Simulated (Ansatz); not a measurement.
# ZrI₂Cl₂: up Jacob's ladder to CCSD(T)

One table from this session's results is given with a row withheld; the runs are named, their logs left out.

Program: Ansatz 0.2.0, Gaussian basis. Level of theory: functionals in def2-TZVPP, the program's frozen cores in correlated methods. These are calculated values, not measurements.

Plan: LDA (SPW92), PBE-D4, revPBE-D4, BLYP-D4, r2SCAN-D4, B97M-V, PBE0-D4, B3LYP-D4, r2SCANh-D4, r2SCAN0-D4, HSE06-D4, BHLYP-D4, CAM-B3LYP-D4, LC-ωPBE, ωB97X-V, ωB97M-V, B2PLYP, PBE-QIDH; CCSD(T)/def2-SVP; CCSD(T)/def2-TZVPP; MP2/def2-QZVPP; extrapolation to the limit; RPA on PBE.

## The geometry

The geometry comes from an earlier relaxation with PBE0-D4 in a triple-zeta def2 set; it is a stationary point. Zr, I take the def2 core potential; no spin-orbit term is included.

SMILES `[Cl][Zr]([Cl])([I])[I]`, 5 atoms, charge 0, spin multiplicity 1.

Atoms are counted from 1 here; the program's logs count them from 0.

Bond lengths: Cl1–Zr2 2.311 Å, Zr2–Cl3 2.311 Å, Zr2–I4 2.681 Å, Zr2–I5 2.681 Å. Angles: Cl1–Zr2–Cl3 109.6°, Cl1–Zr2–I4 109.5°, Cl1–Zr2–I5 109.5°, Cl3–Zr2–I4 109.5°, Cl3–Zr2–I5 109.5°, I4–Zr2–I5 109.3°.

Set-up of the first run:

in.yaml

```yaml
crystal:
  periodic: [false, false, false]
  atoms:
    - {symbol: Cl, position_ang: [-0.150662, -0.645690, 2.262820]}
    - {symbol: Zr, position_ang: [0.064675, -0.067493, 0.035879]}
    - {symbol: Cl, position_ang: [1.937386, -1.088618, -0.853012]}
    - {symbol: I, position_ang: [-2.112278, -0.865210, -1.309656]}
    - {symbol: I, position_ang: [0.310881, 2.593309, -0.177432]}
basis:
  gaussian: {orbitals: def2-TZVPP}
hamiltonian: {xc: lda}
output: {orbitals: {seedname: orbitals}}
```

The run is started by

```console
$ ansatz run in.yaml --threads 4 --pin off --events-out ev --progress --plain --max-ram 11315MiB
```

Among the steps run: LDA; PBE-D4 (GGA); revPBE-D4 (GGA); BLYP-D4 (GGA); r2SCAN-D4 (meta-GGA); B97M-V (meta-GGA); B3LYP-D4 (hybrid); r2SCANh-D4 (hybrid); r2SCAN0-D4 (hybrid); HSE06-D4 (hybrid); BHLYP-D4 (hybrid); CAM-B3LYP-D4 (range-separated); LC-ωPBE (range-separated); ωB97X-V (range-separated); ωB97M-V (range-separated); B2PLYP (double hybrid); PBE-QIDH (double hybrid).

One table of the session follows, with a row left open; its other results are not shown here.

It belongs to the step «Orbital energies across the functionals». 

```
  functional  HOMO (eV)  LUMO (eV)  gap (eV)
 LDA (SPW92)      -7.17      -3.77      3.40
      PBE-D4      -7.00      -3.56      3.44
   revPBE-D4      -6.94      -3.49      3.45
     BLYP-D4      -6.80      -3.40      3.40
   r2SCAN-D4      -7.32      -3.49      3.83
      B97M-V      -7.27      -3.38      3.89
     PBE0-D4      -8.09      -2.89      5.20
    B3LYP-D4      -7.83      -3.03      4.80
  r2SCANh-D4          ?          ?         ?
  r2SCAN0-D4      -8.30      -2.83      5.47
    HSE06-D4      -7.71      -3.26      4.45
    BHLYP-D4      -9.00      -2.00      6.99
CAM-B3LYP-D4      -9.26      -1.87      7.39
     LC-ωPBE     -10.57      -0.90      9.67
     ωB97X-V     -10.24      -0.93      9.31
     ωB97M-V     -10.10      -0.98      9.13
```

Q: Estimate the row for r2SCANh-D4 from the others.

Worked estimate for «HOMO (eV)». Against the share of exact exchange, r2SCAN-D4 (0, -7.32), r2SCAN0-D4 (0.25, -8.30) give a slope of -3.92 per unit share; at 0.1 the line stands at -7.71.

As computed: HOMO (eV): -7.71; LUMO (eV): -3.23; gap (eV): 4.48. In «HOMO (eV)» the line misses by 0.00.
